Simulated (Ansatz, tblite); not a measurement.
# Tetraphenylborate (C24H20B−): rung by rung

An exercise on one series of results from a longer session: the logs are not shown, and one member is left open.

The runs use Ansatz 0.2.0, Gaussian basis; as each input shows.

The runs, in order: GFN1-xTB, GFN2-xTB, PBE-D4/def2-TZVP, r2SCAN-D4/def2-TZVP, BLYP-D4/def2-TZVP, HF/def2-TZVP, BHLYP-D4/def2-TZVP, PBE-D4/def2-SVP, PBE0-D4/def2-SVP, HF/6-31G, B3LYP-D4/6-31G, MP2/def2-SVP, RPA/def2-SVP.

### The geometry

The geometry is that of the singlet, from an earlier relaxation (PBE-D4/def2-SVP).

SMILES `c1ccc([B-](c2ccccc2)(c2ccccc2)c2ccccc2)cc1`, 45 atoms, charge -1, spin multiplicity 1.

Bond lengths: C1–C2 1.405 Å, C1–C25 1.405 Å, C1–H26 1.103 Å, C2–C3 1.404 Å, C2–H27 1.103 Å, C3–C4 1.416 Å, C3–H28 1.103 Å, C4–B5 1.645 Å, C4–C24 1.416 Å, B5–C6 1.645 Å, B5–C12 1.645 Å, B5–C18 1.645 Å, C6–C7 1.416 Å, C6–C11 1.416 Å, C7–C8 1.404 Å, C7–H29 1.103 Å, C8–C9 1.405 Å, C8–H30 1.103 Å and more. Angles: C2–C1–C25 118.8°, C2–C1–H26 120.6°, C25–C1–H26 120.6°, C1–C2–C3 120.2°, C1–C2–H27 119.9°, C3–C2–H27 119.9°, C2–C3–C4 122.5°, C2–C3–H28 118.9°, C4–C3–H28 118.7°, C3–C4–B5 121.9°, C3–C4–C24 115.9°, B5–C4–C24 121.9°, C4–B5–C6 102.9°, C4–B5–C12 112.8°, C4–B5–C18 112.8°, C6–B5–C12 112.8°, C6–B5–C18 112.8°, C12–B5–C18 102.9° and more.

The ion is computed in the gas phase, without counter-ions or solvent.

PBE0-D4/def2-TZVP was run before; its log isn't repeated, and its numbers join the tables.

Set-up of the first run:

Tight binding, by tblite at 300 K electronic temperature and without a spin-polarisation term:

```python
tblite.interface.Calculator('GFN1-xTB', numbers, positions, charge=-1, uhf=0).singlepoint()
```

Tight binding, by tblite at 300 K electronic temperature and without a spin-polarisation term:

```python
tblite.interface.Calculator('GFN2-xTB', numbers, positions, charge=-1, uhf=0).singlepoint()
```

start.molden holds the orbitals of an earlier run on this state, given as this run's starting guess.

The input, in.yaml:

```yaml
crystal:
  periodic: [false, false, false]
  atoms:
    - {symbol: C, position_ang: [-2.507088, -3.123081, 2.078783]}
    - {symbol: C, position_ang: [-3.110946, -2.134908, 1.283947]}
    - {symbol: C, position_ang: [-2.320287, -1.191107, 0.608274]}
    - {symbol: C, position_ang: [-0.906748, -1.189386, 0.685528]}
    - {symbol: B, position_ang: [-0.000334, -0.000056, 0.000255]}
    - {symbol: C, position_ang: [0.044319, 1.151351, 1.174149]}
    - {symbol: C, position_ang: [-0.969196, 2.131651, 1.299891]}
    - {symbol: C, position_ang: [-1.003790, 3.047899, 2.363744]}
    - {symbol: C, position_ang: [-0.013623, 3.012301, 3.359310]}
    - {symbol: C, position_ang: [0.998035, 2.041667, 3.273759]}
    - {symbol: C, position_ang: [1.016817, 1.133386, 2.202741]}
    - {symbol: C, position_ang: [-0.635288, 0.552900, -1.412816]}
    - {symbol: C, position_ang: [-1.306864, -0.304094, -2.317582]}
    - {symbol: C, position_ang: [-1.751900, 0.129275, -3.577184]}
    - {symbol: C, position_ang: [-1.532746, 1.454964, -3.986299]}
    - {symbol: C, position_ang: [-0.855403, 2.327962, -3.119132]}
    - {symbol: C, position_ang: [-0.417468, 1.877227, -1.863167]}
    - {symbol: C, position_ang: [1.496732, -0.515049, -0.446192]}
    - {symbol: C, position_ang: [2.607617, 0.361391, -0.489227]}
    - {symbol: C, position_ang: [3.863088, -0.036290, -0.977160]}
    - {symbol: C, position_ang: [4.054411, -1.344008, -1.452689]}
    - {symbol: C, position_ang: [2.968745, -2.235093, -1.438864]}
    - {symbol: C, position_ang: [1.720337, -1.820023, -0.947331]}
    - {symbol: C, position_ang: [-0.332195, -2.188659, 1.507333]}
    - {symbol: C, position_ang: [-1.107036, -3.140395, 2.190192]}
    - {symbol: H, position_ang: [-3.121476, -3.868427, 2.610366]}
    - {symbol: H, position_ang: [-4.209823, -2.098572, 1.191429]}
    - {symbol: H, position_ang: [-2.817613, -0.419280, -0.002327]}
    - {symbol: H, position_ang: [-1.762677, 2.173282, 0.535343]}
    - {symbol: H, position_ang: [-1.812393, 3.796631, 2.418276]}
    - {symbol: H, position_ang: [-0.033355, 3.729842, 4.196172]}
    - {symbol: H, position_ang: [1.779455, 1.991215, 4.051092]}
    - {symbol: H, position_ang: [1.815779, 0.374513, 2.162108]}
    - {symbol: H, position_ang: [-1.482790, -1.351836, -2.022350]}
    - {symbol: H, position_ang: [-2.273562, -0.574601, -4.247882]}
    - {symbol: H, position_ang: [-1.881282, 1.802602, -4.972838]}
    - {symbol: H, position_ang: [-0.664997, 3.370556, -3.425970]}
    - {symbol: H, position_ang: [0.119892, 2.578658, -1.203533]}
    - {symbol: H, position_ang: [2.479594, 1.395818, -0.129444]}
    - {symbol: H, position_ang: [4.700891, 0.681598, -0.988587]}
    - {symbol: H, position_ang: [5.037840, -1.663718, -1.835102]}
    - {symbol: H, position_ang: [3.096191, -3.263755, -1.817043]}
    - {symbol: H, position_ang: [0.880767, -2.534827, -0.954954]}
    - {symbol: H, position_ang: [0.764587, -2.216819, 1.617565]}
    - {symbol: H, position_ang: [-0.614241, -3.902695, 2.817457]}
basis:
  gaussian: {orbitals: def2-TZVP, fitting: {mean_field: def2-universal-jkfit}, initial_orbitals: start.molden}
total_charge: -1
hamiltonian: {xc: pbe, dispersion: d4}
scf: {omitted_lower_state_checks: [starts]}
output: {forces: true, orbitals: {seedname: orbitals}}
```

Launch:

```
$ ansatz run in.yaml --threads 2 --pin off --events-out ev --progress --plain --max-ram 22528MiB --backend cuda --devices 0, --max-vram 18GiB
```

Steps of the session up to this table: PBE-D4/def2-TZVP; r2SCAN-D4/def2-TZVP; BLYP-D4/def2-TZVP; HF/def2-TZVP; BHLYP-D4/def2-TZVP; PBE-D4/def2-SVP; PBE0-D4/def2-SVP; HF/6-31G; B3LYP-D4/6-31G; MP2/def2-SVP; RPA/def2-SVP.

One table of the session follows, with a row left open; its other results are not shown here.

```
              level  HOMO (eV)  LUMO (eV)  gap (eV)
           HF/6-31G      -4.53       7.00     11.54
       HF/def2-TZVP      -4.73       6.23     10.96
    PBE-D4/def2-SVP      -1.96       2.14      4.09
   PBE-D4/def2-TZVP      -2.09       1.90      3.99
  BLYP-D4/def2-TZVP      -1.91       2.08      3.99
r2SCAN-D4/def2-TZVP      -2.24       2.07      4.30
     B3LYP-D4/6-31G          ?          ?         ?
   PBE0-D4/def2-SVP      -2.93       3.00      5.93
  PBE0-D4/def2-TZVP      -3.02       2.77      5.79
 BHLYP-D4/def2-TZVP      -3.74       3.79      7.53
```

Q: Estimate the row for B3LYP-D4/6-31G from the others.

The run gave: HOMO (eV): -2.44; LUMO (eV): 3.30; gap (eV): 5.73. In the column «HOMO (eV)» it lies between PBE0-D4/def2-SVP (-2.93) and r2SCAN-D4/def2-TZVP (-2.24).
